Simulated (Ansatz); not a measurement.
**As: one contact scaled**

One table from this session's results is given with a row withheld; the runs are named, their logs left out.

Program: Ansatz 0.2.0. Level of theory: DFT, LDA, PAW with Ansatz's default frozen-core files, scalar-relativistic. These are calculated values, not measurements.

1 further run of the same task is left out (it didn't finish).

## The structure to begin with

Symmetry: Fd-3m, No. 227, cubic system. Conventional cell: a = 5.749 Å, b = 5.749 Å, c = 5.749 Å, α = 90.00°, β = 90.00°, γ = 90.00°. As (site symmetry -43m) has 4 As at 2.49 Å as nearest neighbours.

Coordinates:

```
As
1.0
     0.00000    2.87445    2.87445
     2.87445    0.00000    2.87445
     2.87445    2.87445    0.00000
As
2
Direct
  0.87500 0.87500 0.87500
  0.12500 0.12500 0.12500
```

Atoms are numbered in the order of the input: As1, As2.

Set-up of the first run:

File input.yaml:

```yaml
crystal:
  lattice:
    - [0.0, 2.8744485395, 2.8744485395]
    - [2.8744485395, 0.0, 2.8744485395]
    - [2.8744485395, 2.8744485395, 0.0]
  atoms:
    - { symbol: As, position: [-0.125, -0.125, -0.125] }
    - { symbol: As, position: [0.125, 0.125, 0.125] }
kpoints:
  mp_grid: { grid: [9, 9, 9] }
scf:
  occupations: { method: fermi_dirac, width: 0.05 }
hamiltonian:
  xc: lda
  pseudopotentials: { kind: paw }
output:
  forces: true
  stress: true
  eigenvalues: true
  efg: { contact_densities: true }
  populations: true
  write_density: true
  write_potential: true
  elf: true
  volumetric_format: npy
```

Launch:

```console
> ansatz run input.yaml --threads 1 --pin off --max-ram 2048MiB --backend cpu --events-out ev --progress --plain --runs-dir out
```

Steps of the session up to this table: Shortest bond scaled by 1, PAW; Shortest bond scaled by 0.94, PAW; Shortest bond scaled by 0.82, PAW; Shortest bond scaled by 0.7, PAW; Shortest bond scaled by 0.64, PAW; Shortest bond scaled by 0.64, PAW (cutoff 600 eV).

One of the session's tables, all rows but one given; the rest of the session is left out.

```
             method  length (Å)  F from the given length (eV/cell)  force along the bond (eV/Å)  pressure (GPa)  largest force (eV/Å)
                PAW       1.593                                  ?                            ?               ?                     ?
                PAW       1.743                              4.163                       20.933           45.34                20.933
                PAW       2.041                              0.828                        4.810           14.67                 4.810
                PAW       2.340                              0.053                        0.919            7.84                 0.919
                PAW       2.489                              0.000                        0.000            7.17                 0.000
PAW (cutoff 600 eV)       1.593                                  –                       40.418           76.86                40.418
```

Q: Estimate the row for PAW, 1.593 from the others.

**Answer.** F from the given length (eV/cell): 8.610; force along the bond (eV/Å): 40.539; pressure (GPa): 77.08; largest force (eV/Å): 40.539.
